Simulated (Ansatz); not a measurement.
AlCo, space group Pm-3m, relaxations under a series of pressures

Computed with Ansatz 0.2.0 through its Python package.

The cells in order, each with its output:

In [1]:
```python
from dataclasses import dataclass

import ansatz as az
import numpy as np
```

In [2]:
```python
@dataclass
class RunConfig:
    xc: str = "PBE"
    kmesh: tuple[int, ...] = (12, 12, 12)
    smearing: str = "Fermi-Dirac"


settings = RunConfig()
```

In [3]:
```python
def edges_and_angles(cell):
    cell = np.asarray(cell)
    a, b, c = np.linalg.norm(cell, axis=1)
    cosines = cell[1] @ cell[2] / (b * c), cell[0] @ cell[2] / (a * c), cell[0] @ cell[1] / (a * b)
    return (a, b, c, *np.degrees(np.arccos(cosines)))
```

In [4]:
```python
crystal = (
    az.Lattice.cubic(2.819403)
    .space_group(221)
    .atom("Al", (0.0, 0.0, 0.0))
    .atom("Co", (0.5, 0.5, 0.5))
    .moments(Co=2.5)
)
```

In [5]:
```python
crystal.resolved().tree()["lattice"]
```
Out [5]:
```text
((2.819403, 0.0, 0.0), (1.7263864297282225e-16, 2.819403, 0.0),
 (1.7263864297282225e-16, 1.7263864297282225e-16, 2.819403))
```

In [6]:
```python
model = crystal.calculation()
model = model.functional(settings.xc)
model = model.pseudopotentials("paw")
model = model.kpoints(mesh=settings.kmesh)
model = model.occupations(settings.smearing).spin("collinear")
```

In [7]:
```python
# H = F + PV, with 1 GPa A^3 = 1/160.21766 eV
rows = []
for pressure in [-2, 0, 2, 5, 10]:
    result = model.relax(cell=True, pressure=pressure, force_tolerance=0.02).run(threads=1)
    cell = result.lattice.cell_ang
    n_atoms = len(result.lattice.sites)
    volume = abs(np.linalg.det(cell)) / n_atoms
    enthalpy = result.report["free_energy_ev"] / n_atoms + pressure * volume / 160.21766
    rows.append((pressure, volume, enthalpy, *edges_and_angles(cell)))
    print(f"{pressure} GPa done: {volume:.4f} A^3/atom")
```
```text
DeckWarning: basis.ecutwfc = 420 eV, auto-derived from the records' recommended cutoffs: set by Al (normal level)
RunWarning: the starting moments were not kept: the SCF closed with an absolute magnetisation of 2.9e-6 μB, where they sum to 2.5 μB in size (1 site). That is at most 0.1 of that sum. Measured as [...]
-2 GPa done: 11.7435 A^3/atom
0 GPa done: 11.6094 A^3/atom
2 GPa done: 11.4806 A^3/atom
5 GPa done: 11.3047 A^3/atom
10 GPa done: 11.0387 A^3/atom
```

In [8]:
```python
print(" P (GPa)  V (A^3/atom)  H (eV/atom)     a       b       c")
for row in rows:
    print("{:8.1f} {:12.4f} {:14.5f} {:7.4f} {:7.4f} {:7.4f}".format(*row[:6]))
p, v = np.array([row[0] for row in rows], float), np.array([row[1] for row in rows])
print("mean bulk modulus between rows (GPa):", np.round(-np.diff(p) / np.diff(np.log(v)), 1))
```
```text
 P (GPa)  V (A^3/atom)  H (eV/atom)     a       b       c
    -2.0      11.7435    -2832.57202  2.8638  2.8638  2.8638
     0.0      11.6094    -2832.42627  2.8529  2.8529  2.8529
     2.0      11.4806    -2832.28214  2.8423  2.8423  2.8423
     5.0      11.3047    -2832.06882  2.8277  2.8277  2.8277
    10.0      11.0387    -2831.72023  2.8053  2.8053  2.8053
mean bulk modulus between rows (GPa): [174.1 179.2 194.3 210. ]
```

The volume falls from 11.74 Å³ an atom at -2 GPa to 11.04 at 10 GPa, by 6.0 %. Between -2 and 0 GPa, -V dP/dV is about 174 GPa, a mean over that step.

Absolute energies stand on the zero of these potentials, so only differences at equal settings mean something. The SCF didn't keep the moments it started from (some shrank, vanished or turned); what is printed is the state reached. At a fixed pressure a relaxation lowers the enthalpy F + PV, while F alone can rise. The structure comes from a database of computed cells and needn't be a stable or known phase. Warnings are shown shortened and without file and line. Symmetry holds the cell in this phase, whether or not it is the stable one at each pressure. Run time: 88 s on 1 thread of Arm Neoverse V2, on a shared host, peak memory 0.42 GiB.
